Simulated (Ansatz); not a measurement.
**Ag: substituted relatives**

The task here is to estimate one member of a computed series from the others.

Computed with Ansatz 0.2.0 (DFT PBEsol, scalar-relativistic, plane waves, PAW, unless a step's input says otherwise).

1 further run of the same task is left out (set aside as unsound or not needed).

## The system as given

Symmetry: P6_3/mmc, No. 194, hexagonal system. The conventional cell has a = 2.867 Å, b = 2.867 Å, c = 9.365 Å, α = 90.00°, β = 90.00°, γ = 120.00°. Ag (site symmetry -3m) is surrounded by 12 Ag at 2.87 Å. Ag (site symmetry -6m2) is surrounded by 12 Ag at 2.87 Å.

Structure file:

```
Ag
1.0
     2.86746    0.00000    0.00000
    -1.43373    2.48330    0.00000
     0.00000    0.00000    9.36508
Ag
4
Direct
  0.00000 0.00000 0.00000
  0.00000 0.00000 0.50000
  0.33333 0.66667 0.25000
  0.66667 0.33333 0.75000
```

It goes back to an entry of the Materials Project, which need not be the stable form.

It is the result of an earlier relaxation at this level (volume 16.67 Å³/atom; gap on the mesh: none (metal)).

The first run:

Contents of input.yaml:

```yaml
crystal:
  lattice:
    - [2.7862087092, 0.0, 0.0]
    - [-1.3931043546, 2.4129275224, 0.0]
    - [0.0, 0.0, 9.0997079698]
  atoms:
    - { symbol: Pd, position: [0.0, 0.0, 0.0] }
    - { symbol: Pd, position: [0.0, 0.0, 0.5] }
    - { symbol: Pd, position: [0.3333333333, 0.6666666667, 0.25] }
    - { symbol: Pd, position: [0.6666666667, 0.3333333333, 0.75] }
basis:
  ecutwfc: 420
kpoints:
  mp_grid: { grid: [6, 6, 2] }
hamiltonian:
  xc: pbesol
scf:
  occupations: { method: gaussian, width: 0.1 }
output:
  forces: true
  stress: true
  eigenvalues: true
```

Run with:

```console
$ ansatz run input.yaml --threads 1 --pin off --max-ram 2560MiB --backend cpu --events-out ev --progress --plain --runs-dir out
```

Among the steps run: Probe: one point at the start (Pd); Rough relaxation on the coarse mesh (Pd); The relaxation (Pd); A first look at the start (Na); Rough relaxation on the coarse mesh (Na); The relaxation (Na).

One table of the session follows, with a row left open; its other results are not shown here.

It belongs to the step «The crystals compared». Lengths are those of the vectors of the cell that was run:

| swap | volume (Å³/atom) | a (Å) | b (Å) | c (Å) |
| --- | --- | --- | --- | --- |
| none | 16.67 | 2.867 | 2.867 | 9.365 |
| Ag → Li | 20.20 | 3.051 | 3.051 | 10.026 |
| Ag → K | 71.19 | 4.666 | 4.666 | 15.101 |
| Ag → Pd | ? | ? | ? | ? |
| Ag → Na | 36.38 | 3.727 | 3.727 | 12.094 |

**Question.** Estimate the row for Ag → Pd.

**Answer.** volume (Å³/atom): 14.58; a (Å): 2.732; b (Å): 2.732; c (Å): 9.021. In the column «volume (Å³/atom)» it is the lowest.

Lengths are those of the computed cell. Rows of earlier swaps come from the sessions before.
